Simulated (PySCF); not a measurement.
**Solver options tried on TeSr2**

The same problem is solved with other solver options, one edit a run.

Method: method and basis as typed in the scripts; program: PySCF 2.14.0.

5 further runs of the same task are left out: 5 that didn't finish.

**1. The system as given**

TeSr2: 3 atoms, charge 0, spin multiplicity 1.

Bond lengths: Te1–Sr2 3.017 Å, Te1–Sr3 3.017 Å, Sr2–Sr3 3.679 Å. Angles: Sr2–Te1–Sr3 75.1°, Te1–Sr2–Sr3 52.4°, Te1–Sr3–Sr2 52.4°.

**2. The base run**

input.py reads:

```python
from pyscf import gto, scf, mp

mol = gto.M(
    atom='Te 0 0 -1.3755; Sr 1.8395 0 1.0164; Sr -1.8395 0 1.0164',
    basis='crenbl',
    ecp={'Te': 'crenbl', 'Sr': 'crenbl'},
    charge=0,
    spin=0,
    symmetry=True,
    verbose=4,
)
mf = scf.RHF(mol)
mf.kernel()
mp.MP2(mf).kernel()
mf.dip_moment()
print('orbital energies (hartree):', mf.mo_energy[..., max(0, mol.nelec[1]-3):mol.nelec[0]+3].round(4))
```

Launch:

```bash
$ python input.py
```

The log of this run is left out.

Base result: E(SCF) = -154.961899 Eh, 13 cycles, E(MP2) − E(SCF) = -0.29550 Eh, μ = 6.75 D (of the SCF density).

**3. Point-group symmetry off**

Variant 1 changes point-group symmetry: on → off.

input.py reads:

```python
from pyscf import gto, scf, mp

mol = gto.M(
    atom='Te 0 0 -1.3755; Sr 1.8395 0 1.0164; Sr -1.8395 0 1.0164',
    basis='crenbl',
    ecp={'Te': 'crenbl', 'Sr': 'crenbl'},
    charge=0,
    spin=0,
    verbose=4,
)
mf = scf.RHF(mol)
mf.kernel()
mp.MP2(mf).kernel()
mf.dip_moment()
print('orbital energies (hartree):', mf.mo_energy[..., max(0, mol.nelec[1]-3):mol.nelec[0]+3].round(4))
```

Launch:

```bash
$ python input.py
```

**4. Second-order solver on**

Variant 2 changes second-order solver: off → on.

Changes to input.py since step 2:

```diff
@@ -12,2 +12,3 @@
 mf = scf.RHF(mol)
+mf = mf.newton()
 mf.kernel()
```

**5. Damping 0.95**

Variant 3 changes damping: none → 0.95.

Changes to input.py since step 2:

```diff
@@ -12,2 +12,4 @@
 mf = scf.RHF(mol)
+mf.damp = 0.95
+mf.diis_start_cycle = 8
 mf.kernel()
```

**Question.** What will these runs give? Wanted: for each run, E(SCF); from base; gap; SCF dipole; after the SCF.

The runs gave:

```tsv
run	E(SCF) (hartree)	from base (eV)	cycles	gap (eV)	SCF dipole (D)	after the SCF
base	-154.961899	0	13	3.82	6.75	MP2 correlation -8.041 eV
point-group symmetry off	-154.961899	0.0000	13	3.82	6.75	MP2 correlation -8.041 eV
second-order solver on	-154.961899	0.0000	4 macro	3.82	6.75	MP2 correlation -8.041 eV
damping 0.95	-154.961899	0.0000	18	3.82	6.75	MP2 correlation -8.041 eV
```

Distance from each run's final energy (log10 hartree) by cycle:

```tsv
run	cycle 1	cycle 2	cycle 3	cycle 5	cycle 8	cycle 12
base	-0.2	0.2	-0.8	-3.0	-5.7	-10.6
point-group symmetry off	-0.2	0.2	-0.8	-3.0	-5.7	-10.6
second-order solver on	-0.8	-3.2	< -11	done	done	done
damping 0.95	-0.2	-0.2	-0.3	-0.4	-0.7	-4.0
```

**Reading.** No change of the SCF energy comes from point-group symmetry off or second-order solver on or damping 0.95. The base needs 13 cycles and the run with damping 0.95 needs 18.
